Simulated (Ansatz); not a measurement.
Predict the output of the script below (Ansatz 0.2.0, Python API).

The script, `in3ga.py`:
```python
import ansatz as az
import numpy as np


def count_gap(report):
    # lowest empty less highest filled band, counting bands; zero where they overlap
    return max(report.get("gap_by_band_count_ev") or 0.0, 0.0)


def main() -> None:
    structure = (
        az.Lattice.of([0.0, 3.665641, 3.665641], [3.665641, 0.0, 3.665641], [3.665641, 3.665641, 0.0])
        .atom("In", [0.25, 0.25, 0.25])
        .atom("In", [0.75, 0.75, 0.75])
        .atom("In", [0.5, 0.5, 0.5])
        .atom("Ga", [0.0, 0.0, 0.0])
    )

    job = structure.calculation()
    job = job.functional("pbesol")
    job = job.kpoints(6, 6, 6)
    job = job.occupations("Fermi-Dirac", width=0.1)
    job = job.stress().forces()
    job = job.band_table()
    variants = {
        "PAW": job.pseudopotentials("paw"),
        "LAPW": job.pseudopotentials("all_electron", lapw=True),
    }
    rows = []
    for label, variant in variants.items():
        report = variant.run(threads=1, pin="off").report
        levels = np.array(report["eigenvalues_ev"][0]) - report["fermi_energy_ev"]
        print(label, "levels at the first k-point near E_F:", np.round(levels[np.abs(levels) < 5], 3))
        rows.append((label, report["n_electrons"], np.trace(report["stress_gpa"]) / 3, count_gap(report)))
    for row in rows:
        print("; ".join(f"{name} = {round(v, 4) if isinstance(v, float) else v}" for name, v in zip(["treatment", "electrons in bands", "P GPa", "gap by band count eV"], row)))


if __name__ == "__main__":
    main()
```

Output of `python in3ga.py`:
```text
DeckWarning: basis.ecutwfc = 420 eV, auto-derived from the records' recommended cutoffs: set by In (normal level)
PAW levels at the first k-point near E_F: [-2.725 -1.804  0.261  0.261  0.261  0.289  0.289  0.289  1.239  1.499
  1.499]
LAPW levels at the first k-point near E_F: [-2.725 -1.804  0.261  0.261  0.261  0.289  0.289  0.289  1.239  1.499
  1.499  1.499]
treatment = PAW; electrons in bands = 52.0; P GPa = -1.1561; gap by band count eV = 0.0
treatment = LAPW; electrons in bands = 84.0; P GPa = -1.1468; gap by band count eV = 0.0
```
(Warnings from the package without file and line.)

PAW gives -1.156 GPa and LAPW -1.147 GPa, 0.009 GPa apart. They took 2.5 and 19.2 s of processor time.

Reading the output:
- The computed bands are complete only to about 1.5 eV above the Fermi level.
- For a metal this k-point mesh is coarse: on a finer one energies can move by several to tens of meV an atom and pressures by half a GPa or more, differences at one mesh by less.
- A gap by band count of zero or less means overlapping bands, a metal.
- The structure comes from a database of computed cells and needn't be a stable or known phase.
- Gaps and levels are Kohn-Sham values on a finite set of k-points, without spin-orbit coupling.
- Pressure is positive in compression; the treatments may keep other shells as core, so totals and counts of electrons can differ.
- Finished in 23 s on 1 thread of Intel(R) Xeon(R) Processor @ 2.30GHz, with other jobs on the host, peak memory 0.7 GiB.
